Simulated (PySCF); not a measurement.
**LiTl+: from the state search to spectroscopic constants**

One table from this session's results is given with a row withheld; the runs are named, their logs left out.

Program: PySCF 2.14.0. Level of theory: Li def2-SVPD, Tl def2-SVPD with ECP60, scalar-relativistic core potentials. These are calculated values, not measurements.

Set-up of the first run:

The job is set up so:

```
atoms                         : Li, Tl
charge                        : 1
basis                         : Li def2-SVPD, Tl def2-SVPD with ECP60
Hamiltonian                   : scalar-relativistic core potentials
basis functions               : 44
electrons treated             : 23
masses in u                   : 7.0160, 204.9744
levels                        : PBE0, PBE, r²SCAN, TPSSh, BHandHLYP, r²SCANh, HF, MP2, SCS-MP2, CCSD, CCSD(T)
grid                          : 80 radial by 434 angular points
occupations                   : held fixed by the projection of orbital angular momentum
dissociation limit            : Li+ + Tl, each in its ground configuration
starting distance in angstrom : 2.815
values of 2S to try           : 1, 3
```

Run with:

```console
$ OMP_NUM_THREADS=1 python dia.py task.json out
```

Steps of the session up to this table: The job; PBE0 along the bond; Higher solutions at PBE0; PBE (GGA); r²SCAN; TPSSh (hybrid meta-GGA); BHandHLYP; r²SCANh (hybrid meta-GGA); UHF (mean field); Adding correlation.

One of the session's tables, all rows but one given; the rest of the session is left out.

Energy (eV) from each level's lowest point:

```
R (Å)    UHF  UHF-MP2  UHF-SCS-MP2  UHF-CCSD  UHF-CCSD(T)
2.860  0.135    0.116        0.124       n/a          n/a
2.993  0.067    0.054        0.059     0.055        0.054
3.126  0.026    0.018        0.021     0.019        0.018
3.225  0.009    0.005        0.006     0.005        0.005
3.325      ?        ?            ?         ?            ?
3.425  0.000    0.003        0.001     0.003        0.003
3.558  0.008    0.015        0.012     0.015        0.016
3.724  0.029    0.042        0.037     0.043        0.044
3.924  0.067    0.087        0.080     0.088        0.089
4.189  0.134    0.162        0.153       n/a          n/a
```

Estimate the missing values for R (Å) = 3.325.

Worked estimate for «UHF». A straight line through the neighbours (3.225, 0.009) and (3.425, 0.000) gives 0.009 + (0.000 − 0.009) × (3.325 − 3.225) / (3.425 − 3.225) = 0.004; a parabola fitted to 4 rows on both sides gives 0.001.

**Answer.** UHF: 0.001; UHF-MP2: 0.000; UHF-SCS-MP2: 0.000; UHF-CCSD: 0.000; UHF-CCSD(T): 0.000. In «UHF» the line misses by +0.003 and the parabola by 0.000.
